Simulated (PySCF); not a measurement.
# CH9NOSi2: the cost of one run

The runs use PySCF 2.14.0, with density-fitted response routines of our own; the level of theory stands in each step. All values are computed, except where a source is named. Atoms count from 0, in the outputs and in this text.

## 1. Starting geometry

14 atoms, charge 0, multiplicity 1; geometry from: GFN2-xTB. The atoms were then displaced at random by about 0.01 Å, so the start is not that level's minimum.

Bonds of the start (Å): C0–Si1 1.89, Si1–N2 1.73, Si1–O3 1.66, O3–Si4 1.59, C0–H5 1.11, C0–H6 1.09, C0–H7 1.05, Si1–H8 1.49, N2–H9 0.99, N2–H10 1.02, Si4–H11 1.45, Si4–H12 1.44, Si4–H13 1.47.

## 2. Relaxing the molecule at PBE0-D3(BJ)/def2-SVP

Job settings and geometry (Å):

```
{"job": {"xc": "PBE0", "basis": "def2-SVP", "d3": "d3bj", "grid": 1, "shake": 0.01, "kind": "geom"}, "charge": 0, "multiplicity": 1}
C     -1.776170    -0.932560     0.040520
Si    -0.587540     0.196370     0.971620
N     -0.741270     1.780370     0.294320
O      0.986340    -0.273420     0.735770
Si     2.367920    -0.498120    -0.009700
H     -2.825030    -0.705800     0.333600
H     -1.719600    -0.750130    -1.035590
H     -1.579080    -1.950330     0.223790
H     -0.719900     0.087190     2.450180
H     -1.627170     2.221370     0.276740
H     -0.021250     2.459790     0.534920
H      2.227240    -0.288160    -1.433810
H      2.732690    -1.854490     0.307040
H      3.275660     0.492820     0.582870
```

The run is started by

```console
$ OMP_NUM_THREADS=1 python probes_run.py task.json out
```

The driver reads the jobs from task.json and runs them one after another.

**Question.** How long does this first job take on 1 thread of Arm Neoverse V1, shared host, and how much memory does it need?

About 2.4 min, with a peak of 0.52 GiB.
